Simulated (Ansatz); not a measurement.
# C3H7BO: the cost of one run

Computed with the Python package of Ansatz 0.2.0. Level of theory: r2SCAN0/def2-SVP.

**1. Starting point**

Bond lengths: C1–B2 1.522 Å, B2–C3 1.573 Å, C3–C4 1.475 Å, B2–O5 1.512 Å, C4–O5 1.432 Å, C1–H6 1.141 Å, C1–H7 1.094 Å, C1–H8 1.152 Å, C3–H9 1.138 Å, C3–H10 1.146 Å, C4–H11 1.027 Å, C4–H12 1.145 Å. Angles (14 of 22 angles, heavy atoms first): C1–B2–C3 129.1°, C1–B2–O5 132.6°, C3–B2–O5 84.7°, B2–C3–C4 89.9°, C3–C4–O5 91.3°, B2–O5–C4 94.1°, B2–C1–H6 112.9°, B2–C1–H7 112.7°, B2–C1–H8 109.7°, B2–C3–H9 115.4°, B2–C3–H10 113.5°, C4–C3–H9 116.9°, C4–C3–H10 109.5°, C3–C4–H11 118.1°.

The script holds or builds the structure itself.

**2. The script**

File c3h7bo_bde.py:

```python
"""Cost of removing each kind of hydrogen from C3H7BO, fragments frozen."""

import ansatz
from ase import Atoms


def total_energy(molecule, charge=0, unpaired=0):
    calc = molecule.calculation().basis(gaussian="def2-SVP").functional("R2SCAN0")
    if charge:
        calc = calc.charge(charge)
    if unpaired:
        calc = calc.spin("collinear", total=unpaired)
    return calc.run(threads=1, backend="cpu").report["free_energy_ev"]

def without(molecule, index):
    rest = ansatz.Crystal.molecule()
    for i, site in enumerate(molecule.cartesian_sites):
        if i != index:
            rest = rest.atom(site.symbol, site.position_ang)
    return rest

atoms = Atoms(["C", "B", "C", "C", "O", "H", "H", "H", "H", "H", "H", "H"], positions=[
    (-1.4122, 1.2366, -0.1255),
    (-0.1258, 0.4672, -0.3879),
    (0.8329, -0.2431, 0.6375),
    (1.0763, -1.3214, -0.3396),
    (0.2021, -0.7017, -1.2897),
    (-1.2595, 2.1376, 0.5571),
    (-2.1964, 0.6109, 0.3099),
    (-1.797, 1.6984, -1.1084),
    (0.3551, -0.5418, 1.6267),
    (1.8071, 0.3305, 0.8262),
    (2.0325, -1.4489, -0.6909),
    (0.5618, -2.2797, 0.0186),
])
geometry = ansatz.Crystal.molecule_from_ase(atoms)

whole = total_energy(geometry, 0)
hydrogen = total_energy(ansatz.Crystal.molecule().atom("H", (0, 0, 0)), 0, 1)
print(f"E(molecule) = {whole:.5f} eV, E(H) = {hydrogen:.5f} eV")
for index in [7, 9, 11]:
    radical = total_energy(without(geometry, index), 0, 1)
    print(f"H{index}: homolysis {(radical + hydrogen - whole):.3f} eV")
```

**3. Running it**

Started as:

```bash
$ python c3h7bo_bde.py
```

What time and memory should one allow on 1 thread of Arm Neoverse V2, shared host?

About 29 s, with a peak of 0.36 GiB.
